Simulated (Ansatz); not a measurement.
# ZrTi2Si2: the cost of one run

Method: DFT PBE, scalar-relativistic, plane waves, PAW, in Ansatz 0.2.0.

2 further runs of the same task are left out: 1 that didn't finish, 1 set aside as unsound or not needed.

## (1) The system as given

Symmetry: P6/mmm, No. 191, hexagonal system. Conventional cell: a = 3.741 Å, b = 3.741 Å, c = 6.669 Å, α = 90.00°, β = 90.00°, γ = 120.00°. Zr (site symmetry 6/mmm) has 2 Ti at 1.97 Å as nearest neighbours. Ti (site symmetry 6mm) is surrounded by 1 Zr at 1.97 Å and 6 Si at 2.55 Å. Si (site symmetry -6m2) has 3 Si at 2.16 Å and 6 Ti at 2.55 Å as nearest neighbours.

Coordinates:

```
Zr Ti Si
1.0
     3.74084    0.00000    0.00000
    -1.87042    3.23966    0.00000
     0.00000    0.00000    6.66945
Zr Ti Si
1 2 2
Direct
  0.00000 0.00000 0.50000
  0.00000 0.00000 0.20430
  0.00000 0.00000 0.79570
  0.33333 0.66667 0.00000
  0.66667 0.33333 0.00000
```

A structure generator made this guess: random cell by space group and Wyckoff sites (P6/mmm, No. 191). Its size is a rough estimate.

## (2) Probe: one point on a coarse mesh

File input.yaml:

```yaml
crystal:
  lattice:
    - [3.74083747, 0.0, 0.0]
    - [-1.87041873, 3.23966028, 0.0]
    - [0.0, 0.0, 6.66945369]
  atoms:
    - { symbol: Zr, position: [0.0, 0.0, 0.5] }
    - { symbol: Ti, position: [0.0, 0.0, 0.20429828] }
    - { symbol: Ti, position: [0.0, 0.0, 0.79570172] }
    - { symbol: Si, position: [0.33333333, 0.66666667, 0.0] }
    - { symbol: Si, position: [0.66666667, 0.33333333, 0.0] }
basis:
  ecutwfc: 420
kpoints:
  mp_grid: { grid: [6, 6, 4] }
hamiltonian:
  xc: pbe
scf:
  occupations: { method: gaussian, width: 0.1 }
  lower_state_search: "off"
output:
  forces: true
  stress: true
  eigenvalues: true
```

On the command line:

```
> ansatz run input.yaml --threads 1 --pin off --max-ram 2560MiB --backend cpu --events-out ev --progress --plain --runs-dir out
```

Q: Estimate wall time and peak memory on 1 thread of Arm Neoverse V1, shared host.

About 3.4 s, with a peak of 0.37 GiB.
